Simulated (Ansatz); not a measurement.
# C5H5Cl2FTi: one species, many methods

The task here is to estimate one member of a computed series from the others.

Method: functionals in def2-TZVPP, the program's frozen cores in correlated methods; program: Ansatz 0.2.0, Gaussian basis.

Levels to be run: LDA (SPW92), PBE-D4, revPBE-D4, BLYP-D4, r2SCAN-D4, B97M-V, PBE0-D4, B3LYP-D4, r2SCANh-D4, r2SCAN0-D4, HSE06-D4, BHLYP-D4, CAM-B3LYP-D4, LC-ωPBE, ωB97X-V, ωB97M-V, B2PLYP, PBE-QIDH; CCSD(T)/def2-SVP; CCSD(T)/def2-TZVPP; MP2/def2-QZVPP; extrapolation to the limit; RPA on PBE.

### The relaxed structure

The geometry comes from an earlier relaxation with PBE0-D4 in a triple-zeta def2 set; it is a stationary point, not always the lowest conformer.

14 atoms, charge 0, spin multiplicity 1.

Atoms are counted from 1 here; the program's logs count them from 0.

Bond lengths: F1–Ti2 1.763 Å, Ti2–Cl3 2.218 Å, Ti2–Cl4 2.218 Å, Ti2–C5 2.340 Å, Ti2–C6 2.356 Å, Ti2–C7 2.360 Å, Ti2–C8 2.356 Å, Ti2–C9 2.341 Å, C5–C6 1.410 Å, C5–C9 1.410 Å, C5–H10 1.080 Å, C6–C7 1.410 Å, C6–H11 1.078 Å, C7–C8 1.411 Å, C7–H12 1.080 Å, C8–C9 1.410 Å, C8–H13 1.078 Å, C9–H14 1.080 Å. Angles: F1–Ti2–Cl3 104.3°, F1–Ti2–Cl4 104.3°, F1–Ti2–C5 87.9°, F1–Ti2–C6 119.5°, F1–Ti2–C7 143.8°, F1–Ti2–C8 118.4°, F1–Ti2–C9 87.3°, Cl3–Ti2–Cl4 104.0°, Cl3–Ti2–C5 142.0°, Cl3–Ti2–C6 131.8°, Cl3–Ti2–C7 97.2°, Cl3–Ti2–C8 84.9°, Cl3–Ti2–C9 108.6°, Cl4–Ti2–C5 107.6°, Cl4–Ti2–C6 84.8°, Cl4–Ti2–C7 98.2°, Cl4–Ti2–C8 132.8°, Cl4–Ti2–C9 141.4° and more.

Coordinates:

```xyz
14

F    -2.2871   -1.0374   -0.3988
Ti   -1.1907    0.1367    0.3267
Cl   -1.5627   -0.0410    2.5063
Cl   -2.0644    2.1038   -0.2099
C     0.3649   -0.4205   -1.3302
C     0.6847    0.8804   -0.8900
C     1.0694    0.8006    0.4642
C     0.9983   -0.5524    0.8574
C     0.5600   -1.3062   -0.2501
H    -0.0249   -0.6847   -2.3019
H     0.5982    1.7847   -1.4710
H     1.3169    1.6347    1.1038
H     1.1934   -0.9346    1.8468
H     0.3439   -2.3641   -0.2534
```

Set-up of the first run:

Contents of in.yaml:

```yaml
crystal:
  periodic: [false, false, false]
  atoms:
    - {symbol: F, position_ang: [-2.287097, -1.037446, -0.398825]}
    - {symbol: Ti, position_ang: [-1.190740, 0.136730, 0.326742]}
    - {symbol: Cl, position_ang: [-1.562673, -0.040971, 2.506348]}
    - {symbol: Cl, position_ang: [-2.064368, 2.103783, -0.209875]}
    - {symbol: C, position_ang: [0.364931, -0.420452, -1.330239]}
    - {symbol: C, position_ang: [0.684707, 0.880363, -0.890015]}
    - {symbol: C, position_ang: [1.069351, 0.800580, 0.464225]}
    - {symbol: C, position_ang: [0.998321, -0.552408, 0.857416]}
    - {symbol: C, position_ang: [0.560046, -1.306200, -0.250083]}
    - {symbol: H, position_ang: [-0.024918, -0.684679, -2.301925]}
    - {symbol: H, position_ang: [0.598175, 1.784690, -1.470973]}
    - {symbol: H, position_ang: [1.316921, 1.634668, 1.103826]}
    - {symbol: H, position_ang: [1.193422, -0.934569, 1.846756]}
    - {symbol: H, position_ang: [0.343913, -2.364090, -0.253368]}
basis:
  gaussian: {orbitals: def2-TZVPP}
hamiltonian: {xc: lda}
output: {orbitals: {seedname: orbitals}}
```

Run with:

```sh
> ansatz run in.yaml --threads 2 --pin off --events-out ev --progress --plain --max-ram 32768MiB --backend cuda --devices 0, --max-vram 18GiB
```

Steps of the session up to this table: LDA; PBE-D4 (GGA); revPBE-D4 (GGA); BLYP-D4 (GGA); r2SCAN-D4 (meta-GGA); B97M-V (meta-GGA); PBE0-D4 (hybrid); B3LYP-D4 (hybrid); r2SCANh-D4 (hybrid); r2SCAN0-D4 (hybrid); HSE06-D4 (hybrid); BHLYP-D4 (hybrid); CAM-B3LYP-D4 (range-separated); LC-ωPBE (range-separated); ωB97X-V (range-separated); ωB97M-V (range-separated); B2PLYP (double hybrid); PBE-QIDH (double hybrid).

One table of the session follows, with a row left open; its other results are not shown here.

It belongs to the step «Orbital energies across the functionals». 

| functional | HOMO (eV) | LUMO (eV) | gap (eV) |
| --- | --- | --- | --- |
| LDA (SPW92) | -6.91 | -3.96 | 2.95 |
| PBE-D4 | -6.73 | -3.71 | 3.02 |
| revPBE-D4 | -6.66 | -3.62 | 3.04 |
| BLYP-D4 | -6.54 | -3.59 | 2.95 |
| r2SCAN-D4 | -6.98 | -3.68 | 3.30 |
| B97M-V | -7.02 | -3.65 | 3.37 |
| PBE0-D4 | -7.86 | -2.81 | 5.05 |
| B3LYP-D4 | -7.62 | -3.05 | 4.56 |
| r2SCANh-D4 | -7.40 | -3.32 | 4.07 |
| r2SCAN0-D4 | -8.03 | -2.78 | 5.26 |
| HSE06-D4 | -7.47 | -3.19 | 4.28 |
| BHLYP-D4 | ? | ? | ? |
| CAM-B3LYP-D4 | -9.08 | -1.76 | 7.32 |
| LC-ωPBE | -10.40 | -0.72 | 9.68 |
| ωB97X-V | -10.05 | -0.70 | 9.35 |
| ωB97M-V | -9.93 | -0.70 | 9.23 |

**Question.** Estimate the row for BHLYP-D4.

Worked estimate for «HOMO (eV)». Against the share of exact exchange, BLYP-D4 (0, -6.54), B3LYP-D4 (0.2, -7.62) give a slope of -5.40 per unit share; at 0.5 the line stands at -9.24.

The run gave: HOMO (eV): -8.81; LUMO (eV): -1.71; gap (eV): 7.11. In «HOMO (eV)» the line misses by -0.43.
